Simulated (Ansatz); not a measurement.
# C₂H₃NOSe: one species, many methods

An exercise on one series of results from a longer session: the logs are not shown, and one member is left open.

Computed with Ansatz 0.2.0, Gaussian basis. Level: functionals in def2-TZVPP, the program's frozen cores in correlated methods.

Plan: LDA (SPW92), PBE-D4, revPBE-D4, BLYP-D4, r2SCAN-D4, B97M-V, PBE0-D4, B3LYP-D4, r2SCANh-D4, r2SCAN0-D4, HSE06-D4, BHLYP-D4, CAM-B3LYP-D4, LC-ωPBE, ωB97X-V, ωB97M-V, B2PLYP, PBE-QIDH; CCSD(T)/def2-SVP; CCSD(T)/def2-TZVPP; MP2/def2-QZVPP; extrapolation to the limit; RPA on PBE.

## Structure used throughout

All runs share one geometry, relaxed beforehand with PBE0-D4 in a triple-zeta def2 set.

8 atoms, charge 0, spin multiplicity 1.

Atoms are counted from 1 here; the program's logs count them from 0.

Bond lengths: N1–C2 1.364 Å, N1–H6 1.008 Å, N1–H7 1.009 Å, C2–Se3 2.175 Å, C2–C4 1.458 Å, C2–H8 1.083 Å, Se3–C4 1.886 Å, C4–O5 1.190 Å. Angles: C2–N1–H6 116.6°, C2–N1–H7 116.3°, H6–N1–H7 113.2°, N1–C2–Se3 123.7°, N1–C2–C4 121.4°, N1–C2–H8 116.4°, Se3–C2–C4 58.6°, Se3–C2–H8 105.3°, C4–C2–H8 117.8°, C2–Se3–C4 41.3°, C2–C4–Se3 80.0°, C2–C4–O5 139.3°, Se3–C4–O5 140.4°.

The first run:

File in.yaml:

```yaml
crystal:
  periodic: [false, false, false]
  atoms:
    - {symbol: N, position_ang: [-0.897845, 0.717190, 0.414890]}
    - {symbol: C, position_ang: [0.138122, -0.169790, 0.418815]}
    - {symbol: Se, position_ang: [0.248943, -1.901546, -0.891910]}
    - {symbol: C, position_ang: [1.092975, -0.228550, -0.681907]}
    - {symbol: O, position_ang: [1.896118, 0.466712, -1.217200]}
    - {symbol: H, position_ang: [-1.689373, 0.489609, 0.995956]}
    - {symbol: H, position_ang: [-1.159511, 1.094488, -0.483064]}
    - {symbol: H, position_ang: [0.462871, -0.525311, 1.388819]}
basis:
  gaussian: {orbitals: def2-TZVPP}
hamiltonian: {xc: lda}
output: {orbitals: {seedname: orbitals}}
```

Command:

```console
> ansatz run in.yaml --threads 4 --pin off --events-out ev --progress --plain --max-ram 10444MiB
```

Among the steps run: LDA; PBE-D4 (GGA); revPBE-D4 (GGA); BLYP-D4 (GGA); r2SCAN-D4 (meta-GGA); B97M-V (meta-GGA); PBE0-D4 (hybrid); B3LYP-D4 (hybrid); r2SCANh-D4 (hybrid); r2SCAN0-D4 (hybrid); HSE06-D4 (hybrid); BHLYP-D4 (hybrid); CAM-B3LYP-D4 (range-separated); LC-ωPBE (range-separated); ωB97X-V (range-separated); ωB97M-V (range-separated); B2PLYP (double hybrid); PBE-QIDH (double hybrid).

One table of the session follows, with a row left open; its other results are not shown here.

It belongs to the step «Orbital energies across the functionals». 

```
  functional  HOMO (eV)  LUMO (eV)  gap (eV)
 LDA (SPW92)      -6.04      -2.49      3.54
      PBE-D4      -5.85      -2.25      3.60
   revPBE-D4      -5.78      -2.16      3.62
     BLYP-D4      -5.70      -2.13      3.56
   r2SCAN-D4      -6.11      -2.13      3.98
      B97M-V      -6.13      -2.03      4.10
     PBE0-D4      -6.98      -1.38      5.60
    B3LYP-D4      -6.76      -1.61      5.15
  r2SCANh-D4      -6.54      -1.81      4.73
  r2SCAN0-D4      -7.16      -1.32      5.84
    HSE06-D4      -6.59      -1.76      4.83
    BHLYP-D4          ?          ?         ?
CAM-B3LYP-D4      -8.22      -0.33      7.89
     LC-ωPBE      -9.50       0.77     10.27
     ωB97X-V      -9.17       0.73      9.90
     ωB97M-V      -9.05       0.66      9.71
```

**Question.** Estimate the row for BHLYP-D4.

Worked estimate for «HOMO (eV)». Against the share of exact exchange, BLYP-D4 (0, -5.70), B3LYP-D4 (0.2, -6.76) give a slope of -5.30 per unit share; at 0.5 the line stands at -8.35.

As computed: HOMO (eV): -7.94; LUMO (eV): -0.41; gap (eV): 7.53. In «HOMO (eV)» the line misses by -0.41.
